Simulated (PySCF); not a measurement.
# The bond of LiAs+, level by level

The task here is to estimate one member of a computed series from the others.

Method: Li pcseg-1, As pcseg-1, no relativity; program: PySCF 2.14.0.

Set-up of the first run:

Settings of the job:

* atoms: Li, As
* charge: 1
* basis: Li pcseg-1, As pcseg-1
* Hamiltonian: no relativity
* basis functions: 36
* electrons treated: 35
* masses in u: 7.0160, 74.9216
* levels: PBE0, PBE, r²SCAN, M06-L, PW91, r²SCAN0, HSE06, HF, MP2, SCS-MP2, CCSD, CCSD(T)
* grid: 80 radial by 434 angular points
* occupations: held fixed by the projection of orbital angular momentum
* dissociation limit: Li+ + As, each in its ground configuration
* starting distance in angstrom: 2.560
* values of 2S to try: 1, 3

Run with:

```
OMP_NUM_THREADS=1 python dia.py task.json out
```

Steps of the session up to this table: The job; First curve: PBE0; Higher solutions at PBE0; PBE; r²SCAN; M06-L (meta-GGA); PW91 (GGA); r²SCAN0 (hybrid meta-GGA); HSE06 (range-separated hybrid); UHF; Correlated methods on the Hartree–Fock reference.

One table of the session follows, with a row left open; its other results are not shown here.

Energy (eV) from each level's lowest point:

```
R (Å)    UHF  UHF-MP2  UHF-SCS-MP2  UHF-CCSD  UHF-CCSD(T)
2.405  0.176    0.173        0.174       n/a          n/a
2.517  0.084    0.081        0.082     0.082        0.081
2.629  0.031    0.029        0.030     0.029        0.029
2.713      ?        ?            ?         ?            ?
2.797  0.001    0.000        0.000     0.000        0.000
2.881  0.000    0.000        0.000     0.000        0.000
2.993  0.009    0.010        0.010     0.010        0.011
3.133  0.030    0.032        0.032     0.032        0.033
3.300  0.063    0.066        0.066     0.067        0.068
3.524  0.110    0.114        0.114       n/a          n/a
```

**Question.** Estimate the row for R (Å) = 2.713.

Worked estimate for «UHF». A straight line through the neighbours (2.629, 0.031) and (2.797, 0.001) gives 0.031 + (0.001 − 0.031) × (2.713 − 2.629) / (2.797 − 2.629) = 0.016; a parabola fitted to 4 rows on both sides gives 0.010.

As computed: UHF: 0.010; UHF-MP2: 0.009; UHF-SCS-MP2: 0.009; UHF-CCSD: 0.009; UHF-CCSD(T): 0.009. In «UHF» the line misses by +0.006 and the parabola by 0.000.
